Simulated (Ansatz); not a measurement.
# WB (doublet): wB97M-V, B2PLYP over vertical spin and charge gaps, def2-QZVPP

Aim: run WB (doublet) with these functionals over vertical spin and charge gaps, and hold them against the top wave-function level at the same points.

The runs use Ansatz 0.2.0, Gaussian basis; def2-QZVPP, all electrons in the functionals, frozen cores in the correlation of double hybrids and RPA.

The runs, in order: wB97M-V, B2PLYP, at charge 0, doublet; charge 0, quartet; charge 1, singlet; charge 1, triplet.

2 further runs of the same task are left out: 2 set aside as unsound or not needed.

### Step 1. The system

The geometry is a PBE0/def2-TZVP stationary point (not a proven minimum). No spin-orbit coupling is included. Elements past krypton take def2 core potentials.

2 atoms, charge 0, spin multiplicity 2.

Atoms are counted from 1 here; the program's logs count them from 0.

Bond lengths: W1–B2 1.852 Å.

No dispersion term is added; wB97M-V holds VV10 nonlocal correlation.

The geometry shown and the zero of energy belong to the point charge 0, doublet. The yardstick, UCCSD(T), and other wave-function levels (R restricted, U unrestricted, valence and pair active spaces) come from earlier runs.

### Step 2. wB97M-V, charge 0, doublet

Input file in.yaml:

```yaml
crystal:
  periodic: [false, false, false]
  atoms:
    - {symbol: W, position_ang: [0.000000, 0.000000, 0.000000]}
    - {symbol: B, position_ang: [0.000000, 0.000000, 1.851934]}
basis:
  gaussian: {orbitals: "def2-QZVPP.json"}
magnetization: {spin_polarized: true, initial_magnetization: 1}
hamiltonian: {xc: {name: wB97M-V}}
output: {orbitals: {seedname: orbitals}}
```

Launch:

```bash
> ansatz run in.yaml --threads 2 --pin off --events-out ev --progress --plain --max-ram 15360MiB --backend cuda --devices 0, --max-vram 18GiB
```

The log of the run (excerpt; [...] marks lines left out):

```text
Functional definition: wB97M-V
  name "wB97M-V"
  cite "Mardirossian & Head-Gordon, J. Chem. Phys. 144, 214110 (2016) doi:10.1063/1.4952647"
  cite "Becke, J. Chem. Phys. 107, 8554 (1997) doi:10.1063/1.475007"
  cite "Vydrov & Van Voorhis, J. Chem. Phys. 133, 244103 (2010) doi:10.1063/1.3521275"
  # Of w^i u^j: cxij and so on, Table III.
[...]
  gx(w, u) = 1 - cx + cx01*u + cx10*w
  gss(w, u) = css00 + css04*u^4 + css10*w + css20*w^2 + css43*w^4*u^3
  gos(w, u) = cos00 + cos10*w + (cos20 + cos21*u)*w^2 + (cos60 + cos61*u)*w^6
[...]
      + integral(e_c_pw_mod_opposite_spin*gos(b97_w_opposite, b97_u_opposite)) + vv10(b, c)
627 factors; their error is unknown
150 factors; integrals over basis functions are off by at most 2.9e-4 eV
[...]
mean field -2491.75523590 eV, -91.5703159469 hartree, gradient 5.3e-6 eV, S^2 1.526280; 12 other end points of the search recorded, 0 dependent functions left out
reference -2491.75527392 eV, -91.5703173441 hartree; 10, 9 occupied and 128, 129 virtual orbitals, 627 factors
Total energy: -2491.75527392 eV, -91.5703173441 hartree
```

Wall time 14 s (1 × H100 (card shared with other runs) with 2 threads of AMD EPYC 7R13, shared host); peak host memory 0.93 GiB.

From the report: ⟨S²⟩ of the determinant 1.526 (pure doublet: 0.75). The determinant is far from a pure spin state, so its energy mixes those of several spin states (harmless only where they are near-degenerate, as at dissociation).

### Step 3. wB97M-V, charge 0, quartet

Changes to in.yaml since step 2:

```diff
@@ -7,3 +7,3 @@
   gaussian: {orbitals: "def2-QZVPP.json"}
-magnetization: {spin_polarized: true, initial_magnetization: 1}
+magnetization: {spin_polarized: true, initial_magnetization: 3}
 hamiltonian: {xc: {name: wB97M-V}}
```

The command is unchanged.

The log of the run (excerpt; [...] marks lines left out):

```text
Functional definition: wB97M-V
  name "wB97M-V"
  cite "Mardirossian & Head-Gordon, J. Chem. Phys. 144, 214110 (2016) doi:10.1063/1.4952647"
  cite "Becke, J. Chem. Phys. 107, 8554 (1997) doi:10.1063/1.475007"
  cite "Vydrov & Van Voorhis, J. Chem. Phys. 133, 244103 (2010) doi:10.1063/1.3521275"
  # Of w^i u^j: cxij and so on, Table III.
[...]
  gx(w, u) = 1 - cx + cx01*u + cx10*w
  gss(w, u) = css00 + css04*u^4 + css10*w + css20*w^2 + css43*w^4*u^3
  gos(w, u) = cos00 + cos10*w + (cos20 + cos21*u)*w^2 + (cos60 + cos61*u)*w^6
[...]
      + integral(e_c_pw_mod_opposite_spin*gos(b97_w_opposite, b97_u_opposite)) + vv10(b, c)
627 factors; their error is unknown
150 factors; integrals over basis functions are off by at most 2.9e-4 eV
[...]
mean field -2491.81543290 eV, -91.5725281458 hartree, gradient 1.2e-5 eV, S^2 3.793360; 2 other end points of the search recorded, 0 dependent functions left out
reference -2491.81547010 eV, -91.5725295130 hartree; 11, 8 occupied and 127, 130 virtual orbitals, 627 factors
Total energy: -2491.81547010 eV, -91.5725295130 hartree
```

Run time: 3.7 s. Hardware: 1 × H100 (card shared with other runs) with 2 threads of AMD EPYC 7R13, shared host; peak host memory 0.93 GiB.

From the report: ⟨S²⟩ of the determinant 3.793 (pure quartet: 3.75).

From charge 0, doublet: -5.8 kJ/mol.

### Step 4. wB97M-V, charge 1, singlet

Changes to in.yaml since step 3:

```diff
@@ -7,3 +7,4 @@
   gaussian: {orbitals: "def2-QZVPP.json"}
-magnetization: {spin_polarized: true, initial_magnetization: 3}
+total_charge: 1
+magnetization: {spin_polarized: true, initial_magnetization: 0}
 hamiltonian: {xc: {name: wB97M-V}}
```

Same command.

The log of the run (excerpt; [...] marks lines left out):

```text
Functional definition: wB97M-V
  name "wB97M-V"
  cite "Mardirossian & Head-Gordon, J. Chem. Phys. 144, 214110 (2016) doi:10.1063/1.4952647"
  cite "Becke, J. Chem. Phys. 107, 8554 (1997) doi:10.1063/1.475007"
  cite "Vydrov & Van Voorhis, J. Chem. Phys. 133, 244103 (2010) doi:10.1063/1.3521275"
  # Of w^i u^j: cxij and so on, Table III.
[...]
  gx(w, u) = 1 - cx + cx01*u + cx10*w
  gss(w, u) = css00 + css04*u^4 + css10*w + css20*w^2 + css43*w^4*u^3
  gos(w, u) = cos00 + cos10*w + (cos20 + cos21*u)*w^2 + (cos60 + cos61*u)*w^6
[...]
      + integral(e_c_pw_mod_opposite_spin*gos(b97_w_opposite, b97_u_opposite)) + vv10(b, c)
627 factors; their error is unknown
150 factors; integrals over basis functions are off by at most 2.9e-4 eV
[...]
mean field -2484.07510700 eV, -91.2880764157 hartree, gradient 5.0e-6 eV, S^2 0.894393; 7 other end points of the search recorded, 0 dependent functions left out
reference -2484.07515046 eV, -91.2880780127 hartree; 9, 9 occupied and 129, 129 virtual orbitals, 627 factors
Total energy: -2484.07515046 eV, -91.2880780127 hartree
```

Wall time 7 s (1 × H100 (card shared with other runs) with 2 threads of AMD EPYC 7R13, shared host); peak host memory 0.92 GiB.

From the report: ⟨S²⟩ of the determinant 0.894 (pure singlet: 0.00). The determinant is far from a pure spin state, so its energy mixes those of several spin states (harmless only where they are near-degenerate, as at dissociation).

From charge 0, doublet: +741.0 kJ/mol.

### Step 5. wB97M-V, charge 1, triplet

Changes to in.yaml since step 4:

```diff
@@ -8,3 +8,3 @@
 total_charge: 1
-magnetization: {spin_polarized: true, initial_magnetization: 0}
+magnetization: {spin_polarized: true, initial_magnetization: 2}
 hamiltonian: {xc: {name: wB97M-V}}
```

Same command.

The log of the run (excerpt; [...] marks lines left out):

```text
Functional definition: wB97M-V
  name "wB97M-V"
  cite "Mardirossian & Head-Gordon, J. Chem. Phys. 144, 214110 (2016) doi:10.1063/1.4952647"
  cite "Becke, J. Chem. Phys. 107, 8554 (1997) doi:10.1063/1.475007"
  cite "Vydrov & Van Voorhis, J. Chem. Phys. 133, 244103 (2010) doi:10.1063/1.3521275"
  # Of w^i u^j: cxij and so on, Table III.
[...]
  gx(w, u) = 1 - cx + cx01*u + cx10*w
  gss(w, u) = css00 + css04*u^4 + css10*w + css20*w^2 + css43*w^4*u^3
  gos(w, u) = cos00 + cos10*w + (cos20 + cos21*u)*w^2 + (cos60 + cos61*u)*w^6
[...]
      + integral(e_c_pw_mod_opposite_spin*gos(b97_w_opposite, b97_u_opposite)) + vv10(b, c)
627 factors; their error is unknown
150 factors; integrals over basis functions are off by at most 2.9e-4 eV
[...]
mean field -2484.23419986 eV, -91.2939229705 hartree, gradient 7.3e-6 eV, S^2 2.022186; 3 other end points of the search recorded, 0 dependent functions left out
reference -2484.23424070 eV, -91.2939244711 hartree; 10, 8 occupied and 128, 130 virtual orbitals, 627 factors
Total energy: -2484.23424070 eV, -91.2939244711 hartree
```

It took 3.5 s on 1 × H100 (card shared with other runs) with 2 threads of AMD EPYC 7R13, shared host; peak host memory 0.93 GiB.

From the report: ⟨S²⟩ of the determinant 2.022 (pure triplet: 2.00).

From charge 0, doublet: +725.7 kJ/mol.

### Step 6. B2PLYP, charge 0, doublet

Input file in.yaml:

```yaml
crystal:
  periodic: [false, false, false]
  atoms:
    - {symbol: W, position_ang: [0.000000, 0.000000, 0.000000]}
    - {symbol: B, position_ang: [0.000000, 0.000000, 1.851934]}
basis:
  gaussian: {orbitals: "def2-QZVPP.json"}
magnetization: {spin_polarized: true, initial_magnetization: 1}
hamiltonian: {xc: {name: B2PLYP}}
correlation: {electrons: outside_noble_gas}
```

Same command.

The log of the run (excerpt; [...] marks lines left out):

```text
Functional definition: B2PLYP
  name "B2PLYP"
  cite "Grimme, J. Chem. Phys. 124, 034108 (2006) doi:10.1063/1.2148954"
  cite "Becke, Phys. Rev. A 38, 3098 (1988) doi:10.1103/PhysRevA.38.3098"
  cite "Lee, Yang & Parr, Phys. Rev. B 37, 785 (1988) doi:10.1103/PhysRevB.37.785"
[...]
857 factors; integrals over basis functions are off by at most 6.8e-4 eV
[...]
mean field -2486.46260750 eV, -91.3758154406 hartree, gradient 7.0e-6 eV, S^2 1.947668; 23 other end points of the search recorded, 0 dependent functions left out
5 core orbitals not correlated: weight in the atoms' cores, before any rotation towards them, 0.998 or more for the frozen orbitals, at most 0.001 for the correlated occupied ones
reference -2486.46271655 eV, -91.3758194483 hartree; 5, 4 occupied and 128, 129 virtual orbitals, 857 factors
second order -9.62659899 eV of doubles, -0.00000000 eV of singles
Total energy: -2489.06189828 eV, -91.4713376149 hartree
```

Run time: 13 s. Hardware: 1 × H100 (card shared with other runs) with 2 threads of AMD EPYC 7R13, shared host; peak host memory 0.87 GiB.

From the report: ⟨S²⟩ of the determinant 1.948 (pure doublet: 0.75). The determinant is far from a pure spin state, so its energy mixes those of several spin states (harmless only where they are near-degenerate, as at dissociation).

### Step 7. B2PLYP, charge 0, quartet

Changes to in.yaml since step 6:

```diff
@@ -7,3 +7,3 @@
   gaussian: {orbitals: "def2-QZVPP.json"}
-magnetization: {spin_polarized: true, initial_magnetization: 1}
+magnetization: {spin_polarized: true, initial_magnetization: 3}
 hamiltonian: {xc: {name: B2PLYP}}
```

The command is unchanged.

The log of the run (excerpt; [...] marks lines left out):

```text
Functional definition: B2PLYP
  name "B2PLYP"
  cite "Grimme, J. Chem. Phys. 124, 034108 (2006) doi:10.1063/1.2148954"
  cite "Becke, Phys. Rev. A 38, 3098 (1988) doi:10.1103/PhysRevA.38.3098"
  cite "Lee, Yang & Parr, Phys. Rev. B 37, 785 (1988) doi:10.1103/PhysRevB.37.785"
[...]
857 factors; integrals over basis functions are off by at most 6.8e-4 eV
[...]
mean field -2486.70530865 eV, -91.3847345436 hartree, gradient 4.4e-6 eV, S^2 3.928840; 6 other end points of the search recorded, 0 dependent functions left out
5 core orbitals not correlated: weight in the atoms' cores, before any rotation towards them, 0.998 or more for the frozen orbitals, at most 0.001 for the correlated occupied ones
reference -2486.70541787 eV, -91.3847385574 hartree; 6, 3 occupied and 127, 130 virtual orbitals, 857 factors
second order -9.17519439 eV of doubles, -0.00000000 eV of singles
Total energy: -2489.18272036 eV, -91.4757777446 hartree
```

Run time: 3.4 s. Hardware: 1 × H100 (card shared with other runs) with 2 threads of AMD EPYC 7R13, shared host; peak host memory 0.85 GiB.

From the report: ⟨S²⟩ of the determinant 3.929 (pure quartet: 3.75).

From charge 0, doublet: -11.7 kJ/mol.

### Step 8. B2PLYP, charge 1, singlet

Changes to in.yaml since step 7:

```diff
@@ -7,3 +7,4 @@
   gaussian: {orbitals: "def2-QZVPP.json"}
-magnetization: {spin_polarized: true, initial_magnetization: 3}
+total_charge: 1
+magnetization: {spin_polarized: true, initial_magnetization: 0}
 hamiltonian: {xc: {name: B2PLYP}}
```

The command is unchanged.

The log of the run (excerpt; [...] marks lines left out):

```text
Functional definition: B2PLYP
  name "B2PLYP"
  cite "Grimme, J. Chem. Phys. 124, 034108 (2006) doi:10.1063/1.2148954"
  cite "Becke, Phys. Rev. A 38, 3098 (1988) doi:10.1103/PhysRevA.38.3098"
  cite "Lee, Yang & Parr, Phys. Rev. B 37, 785 (1988) doi:10.1103/PhysRevB.37.785"
[...]
857 factors; integrals over basis functions are off by at most 6.8e-4 eV
[...]
mean field -2478.99098554 eV, -91.1012383980 hartree, gradient 3.9e-6 eV, S^2 2.143473; 23 other end points of the search recorded, 0 dependent functions left out
5 core orbitals not correlated: weight in the atoms' cores, before any rotation towards them, 0.998 or more for the frozen orbitals, at most 0.001 for the correlated occupied ones
reference -2478.99110200 eV, -91.1012426780 hartree; 4, 4 occupied and 129, 129 virtual orbitals, 857 factors
second order -7.51504382 eV of doubles, -0.00000000 eV of singles
Total energy: -2481.02016383 eV, -91.1758093250 hartree
```

Wall time 32 s (1 × H100 (card shared with other runs) with 2 threads of AMD EPYC 7R13, shared host); peak host memory 0.85 GiB.

From the report: ⟨S²⟩ of the determinant 2.143 (pure singlet: 0.00). The determinant is far from a pure spin state, so its energy mixes those of several spin states (harmless only where they are near-degenerate, as at dissociation).

From charge 0, doublet: +775.9 kJ/mol.

### Step 9. B2PLYP, charge 1, triplet

Changes to in.yaml since step 8:

```diff
@@ -8,3 +8,3 @@
 total_charge: 1
-magnetization: {spin_polarized: true, initial_magnetization: 0}
+magnetization: {spin_polarized: true, initial_magnetization: 2}
 hamiltonian: {xc: {name: B2PLYP}}
```

Launched as before.

The log of the run (excerpt; [...] marks lines left out):

```text
Functional definition: B2PLYP
  name "B2PLYP"
  cite "Grimme, J. Chem. Phys. 124, 034108 (2006) doi:10.1063/1.2148954"
  cite "Becke, Phys. Rev. A 38, 3098 (1988) doi:10.1103/PhysRevA.38.3098"
  cite "Lee, Yang & Parr, Phys. Rev. B 37, 785 (1988) doi:10.1103/PhysRevB.37.785"
[...]
857 factors; integrals over basis functions are off by at most 6.8e-4 eV
[...]
mean field -2479.30733537 eV, -91.1128640400 hartree, gradient 4.2e-6 eV, S^2 3.086592; 23 other end points of the search recorded, 0 dependent functions left out
5 core orbitals not correlated: weight in the atoms' cores, before any rotation towards them, 0.999 or more for the frozen orbitals, at most 0.001 for the correlated occupied ones
reference -2479.30745283 eV, -91.1128683565 hartree; 5, 3 occupied and 128, 130 virtual orbitals, 857 factors
second order -6.88037548 eV of doubles, -0.00000000 eV of singles
Total energy: -2481.16515421 eV, -91.1811376230 hartree
```

Run time: 12 s. Hardware: 1 × H100 (card shared with other runs) with 2 threads of AMD EPYC 7R13, shared host; peak host memory 0.86 GiB.

From the report: ⟨S²⟩ of the determinant 3.087 (pure triplet: 2.00). The determinant is far from a pure spin state, so its energy mixes those of several spin states (harmless only where they are near-degenerate, as at dissociation).

From charge 0, doublet: +761.9 kJ/mol.

### Step 10. Against the wave-function levels

No level is safe as a reference over these points; UCCSD(T) serves as a yardstick only. It comes from earlier runs at the same points. Energies in kJ/mol, counted from charge 0, doublet; blanks weren't run or aren't comparable.

```
   level  doublet to quartet  ionisation to the singlet cation  ionisation to the triplet cation
UCCSD(T)               -18.0                                                               729.4
 wB97M-V                -5.8                             741.0                             725.7
  B2PLYP               -11.7                             775.9                             761.9
```

Largest miss and mean time a point (UCCSD(T) took 30 s a point; shared hosts):

```
  level  largest miss (kJ/mol)                             where  time a point
wB97M-V                  +12.2                doublet to quartet         7.1 s
 B2PLYP                  +32.5  ionisation to the triplet cation          15 s
```

### Step 11. What came out

```
                                  quantity                                            value
              doublet to quartet, UCCSD(T)                                     -18.0 kJ/mol
ionisation to the triplet cation, UCCSD(T)                                     729.4 kJ/mol
                     largest miss, wB97M-V                +12.2 kJ/mol (doublet to quartet)
                      largest miss, B2PLYP  +32.5 kJ/mol (ionisation to the triplet cation)
```

In words: Misses are known at 2 of 3 points at best, and only functionals with that many are ranked. Of the functionals, wB97M-V keep the smallest largest miss at the points compared (at most 12.2 kJ/mol) and B2PLYP strays most (32.5 kJ/mol, at ionisation to the triplet cation). wB97M-V, B2PLYP clearly break the spin symmetry at some points (⟨S²⟩ up to 2.14 above the pure value), so energy there is bought with a mixed spin. Functionals and the yardstick converge differently with the basis, so part of each miss in def2-QZVPP is the basis. The yardstick itself may be off where one determinant is a poor start.
